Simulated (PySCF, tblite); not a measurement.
**CH₁₄OSi₅: geometry, infrared bands and NMR shifts**

What infrared bands and NMR shifts should CH₁₄OSi₅ (`[SiH3]C[Si@H](O[SiH3])[SiH2][SiH3]`) show?

Programs: tblite 0.8.0 and PySCF 2.14.0, with density-fitted response routines of our own. Each step states its level of theory. These are calculated values for one molecule in the gas phase, unless marked as measured. Atoms count from 0, in the outputs and in this text.

### 1 The starting structure

21 atoms, charge 0, multiplicity 1; geometry from: force field or distance geometry start.

Bonds of the start (Å): Si0–C1 1.85, C1–Si2 1.83, Si2–O3 1.67, O3–Si4 1.65, Si2–Si5 2.34, Si5–Si6 2.29, Si0–H7 1.48, Si0–H8 1.48, Si0–H9 1.48, C1–H10 1.10, C1–H11 1.11, Si2–H12 1.48, Si4–H13 1.48, Si4–H14 1.48, Si4–H15 1.48, Si5–H16 1.49, Si5–H17 1.49, Si6–H18 1.48, Si6–H19 1.50, Si6–H20 1.49.

### 2 Geometry optimisation with GFN2-xTB

What the job is given:

```
{"job": {"kind": "relax", "xc": "GFN2-xTB", "basis": "xTB"}, "charge": 0, "multiplicity": 1}
Si     3.067800    -0.366200     0.393100
C      1.491900     0.280700     1.126400
Si     0.339000     0.731500    -0.223200
O     -0.925500     1.671800     0.342800
Si    -2.172000     2.601700    -0.202800
Si    -0.545000    -1.139300    -1.310600
Si    -1.580400    -2.381400     0.308100
H      2.809800    -1.612500    -0.352900
H      3.693000     0.628000    -0.509000
H      4.022900    -0.681200     1.477200
H      1.712300     1.158500     1.743000
H      1.045600    -0.466800     1.808900
H      1.032000     1.564300    -1.227000
H     -3.089100     1.750000    -1.000500
H     -2.903300     3.197500     0.941700
H     -1.635400     3.685500    -1.057500
H      0.561900    -1.900800    -1.954900
H     -1.500100    -0.713100    -2.365700
H     -2.137600    -3.635100    -0.257400
H     -0.601100    -2.745000     1.381500
H     -2.695700    -1.611200     0.938300
```

Started as:

```sh
$ OMP_NUM_THREADS=1 python probes_run.py task.json out
```

One launch serves the whole session: the jobs run in the order shown.

**Question.** This job is followed by: GFN2-xTB harmonic vibrations, gas phase; GIAO PBE0/pcSseg-1 NMR shielding, non-relativistic, gas phase. What will the session give for the following? strongest single infrared mode (GFN2-xTB); zero-point energy (GFN2-xTB); 13C shifts against TMS (PBE0/pcSseg-1); 1H shifts against TMS (PBE0/pcSseg-1, means over atoms taken as alike); 29Si shifts against TMS (PBE0/pcSseg-1); 17O shifts against H2O (PBE0/pcSseg-1).

As calculated:

| quantity | value |
| --- | --- |
| strongest single infrared mode (GFN2-xTB) | 1072 cm⁻¹, 621 km/mol |
| zero-point energy (GFN2-xTB) | 79.7 kcal/mol |
| 13C shifts against TMS (PBE0/pcSseg-1) | -0.2 ppm |
| 1H shifts against TMS (PBE0/pcSseg-1, means over atoms taken as alike) | 5.81, 5.08, 3.86, 3.63, 3.48, 3.26, 0.56, 0.33 ppm |
| 29Si shifts against TMS (PBE0/pcSseg-1) | -1.2, -45.8, -81.2, -119.6, -135.6 ppm |
| 17O shifts against H2O (PBE0/pcSseg-1) | 24.9 ppm |

Over 135 steps the energy fell by 0.357 eV; of the close pairs, C1–Si2 changed most, 1.831 to 1.905 Å. The lowest mode is imaginary (22i cm⁻¹), so the xTB geometry is not a minimum. The strongest single mode, at 1072 cm⁻¹, moves mainly O3. Unscaled tight-binding wavenumbers are off by several per cent, some by more. Its intensities can rank the bands wrongly. At PBE0/pcSseg-1: Shielding is most anisotropic at O3 (span 165 ppm, paramagnetic term -91 ppm).
